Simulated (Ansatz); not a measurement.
# SiH₂F₂ + HF: a complex and its separated parts

Aim: how far the complex at one end of a reaction step lies below its separated, relaxed parts, level by level.

The runs use Ansatz 0.2.0, Gaussian basis; PBE0-D4/def2-TZVP structures, single points in def2-TZVPP, no counterpoise correction.

Levels: SPW92, PBE-D4, BLYP-D4, r2SCAN-D4, B97M-V, PBE0-D4, B3LYP-D4, r2SCAN0-D4, BHLYP-D4, CAM-B3LYP-D4, wB97X-V, wB97M-V, B2PLYP, PBE-QIDH, RPA on PBE, Hartree-Fock, MP2, CCSD, CCSD(T).

Correlated methods freeze the cores. B3LYP uses VWN-RPA correlation. B2PLYP carries no dispersion term here.

95 further runs of the same task are left out: 1 that didn't finish, 94 set aside as unsound or not needed.

### Step 1. The starting structure

The complex: 7 atoms, charge 0, spin multiplicity 1.

Atoms are counted from 1 here; the program's logs count them from 0.

Bond lengths: Si1–H2 1.472 Å, Si1–F3 1.583 Å, Si1–F4 1.603 Å, Si1–H5 1.472 Å, H6–F7 0.926 Å. Angles: H2–Si1–F3 109.1°, H2–Si1–F4 107.9°, H2–Si1–H5 115.8°, F3–Si1–F4 106.6°, F3–Si1–H5 109.1°, F4–Si1–H5 107.9°.

Coordinates:

| atom | x (Å) | y (Å) | z (Å) |
| --- | --- | --- | --- |
| Si1 | -0.3258 | -0.5230 | -0.6739 |
| H2 | 1.0593 | -0.6625 | -1.1514 |
| F3 | -1.1406 | -1.8240 | -1.0590 |
| F4 | -0.2899 | -0.4609 | 0.9280 |
| H5 | -1.0535 | 0.6621 | -1.1554 |
| H6 | 0.6333 | 1.0179 | 1.6369 |
| F7 | 1.1172 | 1.7904 | 1.4747 |

Its parts: SiH₂F₂ holds atoms 1, 2, 3, 4, 5; HF holds atoms 6, 7. Each part counts its atoms afresh in its own runs.

### Step 2. Relaxing SiH₂F₂ alone

relax-a/in.yaml reads:

```yaml
crystal:
  periodic: [false, false, false]
  atoms:
    - {symbol: Si, position_ang: [-0.325790, -0.522995, -0.673896]}
    - {symbol: H, position_ang: [1.059256, -0.662469, -1.151403]}
    - {symbol: F, position_ang: [-1.140602, -1.823974, -1.059024]}
    - {symbol: F, position_ang: [-0.289852, -0.460898, 0.927988]}
    - {symbol: H, position_ang: [-1.053536, 0.662055, -1.155413]}
basis:
  gaussian: {orbitals: def2-TZVP}
hamiltonian: {xc: pbe0, dispersion: d4}
relax: {f_tol: 0.005, max_steps: 200}
```

The run is started by

```sh
> ansatz run in.yaml --threads 2 --pin off --events-out ev --progress --plain --max-ram 4352MiB
```

Further steps of the session: Relaxing HF alone; SPW92/def2-TZVPP; PBE-D4/def2-TZVPP; BLYP-D4/def2-TZVPP; r2SCAN-D4/def2-TZVPP; B97M-V/def2-TZVPP; PBE0-D4/def2-TZVPP; B3LYP-D4/def2-TZVPP; r2SCAN0-D4/def2-TZVPP; BHLYP-D4/def2-TZVPP; CAM-B3LYP-D4/def2-TZVPP; wB97X-V/def2-TZVPP; wB97M-V/def2-TZVPP; B2PLYP/def2-TZVPP; PBE-QIDH/def2-TZVPP; RPA on PBE/def2-TZVPP; CCSD(T)/def2-TZVPP; Vibrations of SiH₂F₂; Vibrations of HF.

Before running it: what results should come out? Wanted: complex less parts, CCSD(T)/def2-TZVPP; with zero-point energy; largest T1 diagnostic.

The runs gave:

```
                              quantity         value
complex less parts, CCSD(T)/def2-TZVPP  -15.6 kJ/mol
                with zero-point energy  -10.2 kJ/mol
                 largest T1 diagnostic         0.012
```

At CCSD(T) the complex lies 15.6 kJ/mol below its parts. Among the functionals B2PLYP lands nearest to CCSD(T) (-0.1 kJ/mol) and SPW92 farthest (-11.9 kJ/mol). By rung, the mean size of the error is: LDA 11.9, GGA 3.3, meta-GGA 2.1, hybrid 2.4, range-separated hybrid 2.9, double hybrid 0.3 kJ/mol. PBE-D4 gives a relative energy 3.5 kJ/mol too low, inside chemical accuracy (1 kcal/mol, 4.2 kJ/mol). No counterpoise was applied, and triple zeta lacks some correlation, so the CCSD(T) reference has a basis error of its own, and close matches with it are partly luck.
